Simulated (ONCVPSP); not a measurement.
# An ONCV potential for La, from input to tests

Aim: build the potential from the settings below, then test how well it stands in for the atom: other configurations, scattering, ghost states and the plane-wave cutoff that it needs.

Program: ONCVPSP 4.0.1.1 (patched build). Reference atom: LDA (Perdew-Wang 92), scalar-relativistic, spherical and spin-unpolarised. All values are calculated.

## 1. Settings

The settings as typed:

| Item | Value |
| --- | --- |
| element | lanthanum (La, Z = 57) |
| type | optimised norm-conserving Vanderbilt (ONCV) |
| frozen core | [Kr] 4d10 |
| valence charge | 11 |
| reference configuration | 5s2 5p6 5d1 6s2 |
| partial waves | 5s+6s: rc 2.45 bohr, ncon 5, nbas 10, qcut 5.9 1/bohr, 2 projectors; 5p: rc 2.05 bohr, ncon 4, nbas 7, qcut 3.7 1/bohr, 1 projector; 5d: rc 2.95 bohr, ncon 4, nbas 8, qcut 3.2 1/bohr, 2 projectors, debl 1.8 Ha; f scattering state at 0.32 Ha: rc 3.05 bohr, ncon 4, nbas 9, qcut 4.1 1/bohr, 1 projector |
| local potential | polynomial inside 1.60 bohr (lpopt 5, dvloc0 0 Ha) |
| core correction | not asked for |

The outer shells as boxes (Hund's rule for the drawing; the calculation is spin-unpolarised):

```
[Kr] core
4d [↑↓][↑↓][↑↓][↑↓][↑↓]
5s [↑↓]
5p [↑↓][↑↓][↑↓]
5d [↑ ][  ][  ][  ][  ]
6s [↑↓]
```

An earlier all-electron run gives the scale for the radii.

All-electron outer shells of the reference configuration (LDA (PZ), scalar-relativistic, ld1.x):

```
shell  level (eV)  outermost node (bohr)  outermost maximum (bohr)
   5s      -39.06                   0.77                      1.41
   5p      -22.48                   0.83                      1.58
   4f       -4.58                      –                      0.75
   6s       -3.82                   1.86                      3.74
   5d       -3.21                   0.95                      2.24
   6p       -1.41                   2.20                      4.93
```

## 2. Generation

La.dat reads:

```
# ATOM AND REFERENCE CONFIGURATION
# atsym  z   nc   nv     iexc    psfile
  La 57.00    9    4  -001012      upf
#
#   n    l    f
    1    0    2.00
    2    0    2.00
    2    1    6.00
    3    0    2.00
    3    1    6.00
    3    2   10.00
    4    0    2.00
    4    1    6.00
    4    2   10.00
    5    0    2.00
    5    1    6.00
    5    2    1.00
    6    0    2.00
#
# PSEUDOPOTENTIAL AND OPTIMIZATION
# lmax
    3
#
#   l,   rc,      ep,       ncon, nbas, qcut
    0    2.45    0.00    5   10    5.90
    1    2.05    0.00    4    7    3.70
    2    2.95    0.00    4    8    3.20
    3    3.05    0.32    4    9    4.10
#
# LOCAL POTENTIAL
# lloc, lpopt,  rc(5),   dvloc0
    4    5    1.60    0.00
#
# VANDERBILT-KLEINMAN-BYLANDER PROJECTORs
# l, nproj, debl
    0    2    1.50
    1    1    3.50
    2    2    1.80
    3    1    0.70
#
# MODEL CORE CHARGE
# icmod, fcfact, rcfact
    0    0.00    0.00
#
# LOG DERIVATIVE ANALYSIS
# epsh1, epsh2, depsh
   -3.00    5.00    0.02
#
# OUTPUT GRID
# rlmax, drl
    6.00    0.01
#
# TEST CONFIGURATIONS
# ncnf
    4
# nvcnf
#   n    l    f
    4
    5    0    2.00
    5    1    6.00
    5    2    1.00
    6    0    1.00
#
    4
    5    0    2.00
    5    1    6.00
    5    2    1.00
    6    0    0.00
#
    4
    5    0    2.00
    5    1    6.00
    5    2    0.00
    6    0    0.00
#
    5
    5    0    2.00
    5    1    6.00
    5    2    0.00
    6    0    2.00
    6    1    1.00
#
```

Run with:

```
oncvpsp.x < La.dat > La.out
```

Before running it: what results should come out? Wanted: cutoffs for 1 and 0.1 mHa per electron, occupied waves; bound ghosts; GHOST(+) flags; largest test error; largest phase difference near zero energy, channels read; projector energies reset by the program.

As calculated:

```
                                                quantity                             value
  cutoffs for 1 and 0.1 mHa per electron, occupied waves                   25 Ha and 34 Ha
                                            bound ghosts                   d at -577.60 eV
                                          GHOST(+) flags                        s at 44 eV
                            largest test error (AE − PS)  +93 meV, for 5s2 5p6 5d0 6s2 6p1
largest phase difference near zero energy, channels read                         0.361 rad
                 projector energies reset by the program                      f: -0.169 Ha
```

What this shows: A bound ghost (d) makes it unfit for use: electrons can fall into a state that the atom doesn't have. The worst unpolarised test, 5s2 5p6 5d0 6s2 6p1, is off by 93 meV on 2.4 eV; by total energies transferability rates as fair. By its cutoff, 25 Ha for the looser tolerance, it is of middling hardness. At the looser tolerance the 5p wave is the slowest; 5s needs 12 Ha. That counts occupied waves only; other projectors can need more. Near zero energy the largest phase difference among the channels read is 0.36 rad, in the f channel (at the energies tabulated). The pseudo curves have poles with no partner nearby in the atom's: s at 1.62 Ha, p at 2.24 Ha. At positive energy that is a spurious or a displaced resonance. The program also flags highly localised states, GHOST(+) (s). All of this concerns the isolated atom, not yet a solid.
